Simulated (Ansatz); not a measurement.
# C3H10FNSn: taking an electron away

The task here is to estimate one member of a computed series from the others.

Program: Ansatz 0.2.0, Gaussian basis. Level of theory: unrestricted cation, the program's frozen cores in correlated methods. These are calculated values, not measurements.

Plan: UKS PBE-D4/def2-TZVPP; UKS r2SCAN-D4/def2-TZVPP; UKS PBE0-D4/def2-TZVPP; UKS B3LYP-D4/def2-TZVPP; UKS wB97X-V/def2-TZVPP; UKS wB97M-V/def2-TZVPP; UKS B2PLYP/def2-TZVPP; UHF-CCSD(T)/def2-TZVPP; UHF-MP2/def2-QZVPP; extrapolation to the limit; then −ε(HOMO) from the neutral's earlier runs with LDA (SPW92), PBE-D4, revPBE-D4, BLYP-D4, r2SCAN-D4, B97M-V, PBE0-D4, B3LYP-D4, r2SCANh-D4, r2SCAN0-D4, HSE06-D4, BHLYP-D4, CAM-B3LYP-D4, LC-ωPBE, ωB97X-V, ωB97M-V.

3 further runs of the same task are left out: 3 that didn't finish.

### The geometry

The geometry comes from an earlier relaxation with PBE0-D4 in a triple-zeta def2 set; it is a stationary point, not always the lowest conformer. Sn takes the def2 core potential; no spin-orbit term is included.

16 atoms, charge 0, spin multiplicity 1.

Atoms are counted from 1 here; the program's logs count them from 0.

Bond lengths: C1–N2 1.442 Å, C1–H7 1.093 Å, C1–H8 1.099 Å, C1–H9 1.101 Å, N2–C3 1.442 Å, N2–Sn4 2.002 Å, C3–H10 1.099 Å, C3–H11 1.101 Å, C3–H12 1.093 Å, Sn4–C5 2.119 Å, Sn4–F6 1.943 Å, Sn4–H13 1.703 Å, C5–H14 1.090 Å, C5–H15 1.090 Å, C5–H16 1.089 Å. Angles: N2–C1–H7 111.0°, N2–C1–H8 110.3°, N2–C1–H9 113.1°, H7–C1–H8 107.2°, H7–C1–H9 107.7°, H8–C1–H9 107.3°, C1–N2–C3 112.9°, C1–N2–Sn4 120.2°, C3–N2–Sn4 120.1°, N2–C3–H10 110.3°, N2–C3–H11 113.0°, N2–C3–H12 110.9°, H10–C3–H11 107.3°, H10–C3–H12 107.4°, H11–C3–H12 107.7°, N2–Sn4–C5 110.4°, N2–Sn4–F6 108.7°, N2–Sn4–H13 108.0° and more.

Set-up of the first run:

in.yaml reads:

```yaml
crystal:
  periodic: [false, false, false]
  atoms:
    - {symbol: C, position_ang: [0.430927, 1.465634, 0.656132]}
    - {symbol: N, position_ang: [0.595086, 0.034637, 0.583935]}
    - {symbol: C, position_ang: [1.139221, -0.529260, 1.794981]}
    - {symbol: Sn, position_ang: [-0.608674, -1.060920, -0.581837]}
    - {symbol: C, position_ang: [-1.019158, -0.035518, -2.390360]}
    - {symbol: F, position_ang: [-2.344142, -1.207293, 0.278670]}
    - {symbol: H, position_ang: [0.043508, 1.863881, -0.285333]}
    - {symbol: H, position_ang: [1.398931, 1.951405, 0.840741]}
    - {symbol: H, position_ang: [-0.252107, 1.781301, 1.459972]}
    - {symbol: H, position_ang: [2.126669, -0.096526, 2.006571]}
    - {symbol: H, position_ang: [0.505623, -0.347820, 2.676824]}
    - {symbol: H, position_ang: [1.271211, -1.609953, 1.696418]}
    - {symbol: H, position_ang: [-0.019977, -2.658554, -0.592149]}
    - {symbol: H, position_ang: [-0.093697, 0.327597, -2.837082]}
    - {symbol: H, position_ang: [-1.677420, 0.806053, -2.175793]}
    - {symbol: H, position_ang: [-1.518901, -0.707363, -3.087390]}
basis:
  gaussian: {orbitals: def2-TZVPP}
total_charge: 1
magnetization: {spin_polarized: true, initial_magnetization: 1}
hamiltonian: {xc: pbe, dispersion: d4}
```

Steps of the session up to this table: Cation, UKS PBE-D4/def2-TZVPP; Cation, UKS r2SCAN-D4/def2-TZVPP; Cation, UKS PBE0-D4/def2-TZVPP; Cation, UKS B3LYP-D4/def2-TZVPP; Cation, UKS wB97X-V/def2-TZVPP; Cation, UKS wB97M-V/def2-TZVPP; Cation, UKS B2PLYP (frozen core)/def2-TZVPP; Cation, UHF-CCSD(T)/def2-TZVPP; Cation, UHF-MP2/def2-QZVPP.

One of the session's tables, all rows but one given; the rest of the session is left out.

For comparison, −ε(HOMO) of the neutral from earlier runs:

```
  functional  −ε(HOMO) (eV)
 LDA (SPW92)           5.16
      PBE-D4           5.02
   revPBE-D4           4.97
     BLYP-D4           4.93
   r2SCAN-D4           5.25
      B97M-V           5.40
     PBE0-D4              ?
    B3LYP-D4           6.13
  r2SCANh-D4           5.74
  r2SCAN0-D4           6.49
    HSE06-D4           5.92
    BHLYP-D4           7.60
CAM-B3LYP-D4           7.71
     LC-ωPBE           9.03
     ωB97X-V           8.71
     ωB97M-V           8.64
```

Q: Estimate the row for PBE0-D4 from the others.

The run gave: −ε(HOMO) (eV): 6.33. In the column «−ε(HOMO) (eV)» it lies between B3LYP-D4 (6.13) and r2SCAN0-D4 (6.49).
